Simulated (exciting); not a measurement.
A run of exciting (release sodium):

The input input.xml:

```xml
<input>
  <title>Ni2H</title>
  <structure speciespath="./" tshift="false">
    <crystal scale="1">
      <basevect>0.000000000000 4.994546147386 0.000000000000</basevect>
      <basevect>-4.325403844006 -2.497273073693 0.000000000000</basevect>
      <basevect>0.000000000000 0.000000000000 8.140940144888</basevect>
    </crystal>
    <species speciesfile="Ni.xml" rmt="2">
      <atom coord="0.666666666700 0.333333333300 0.767000000000" bfcmt="0 0 -8"/>
      <atom coord="0.333333333300 0.666666666700 0.233000000000" bfcmt="0 0 -8"/>
    </species>
    <species speciesfile="H.xml" rmt="1.1">
      <atom coord="0.000000000000 0.000000000000 0.000000000000" bfcmt="0 0 0"/>
    </species>
  </structure>
  <groundstate do="fromscratch" ngridk="11 11 6" rgkmax="5" gmaxvr="14" lmaxapw="10" lmaxmat="10" lmaxvr="8" xctype="GGA_PBE_SOL" stype="Fermi Dirac" swidth="0.00183747" nempty="32" ValenceRelativity="zora" epsengy="1e-05" epspot="1e-05" maxscl="90" tforce="true" outputlevel="normal">
    <spin reducebf="0.5"/>
  </groundstate>
</input>
```

Potentials or basis: all-electron LAPW+lo, shipped species files, valence relativity zora.

Launch:

```console
$ OMP_NUM_THREADS=1 exciting_smp
```

Hardware: 1 thread of Arm Neoverse V2, with other jobs on the host.

Problem. How long does it take, and how much memory?

Solution. Wall time 11 min on 1 thread of Arm Neoverse V2, on a shared host, peak memory 0.18 GiB. Counts: scf iterations 39, plane waves 300.
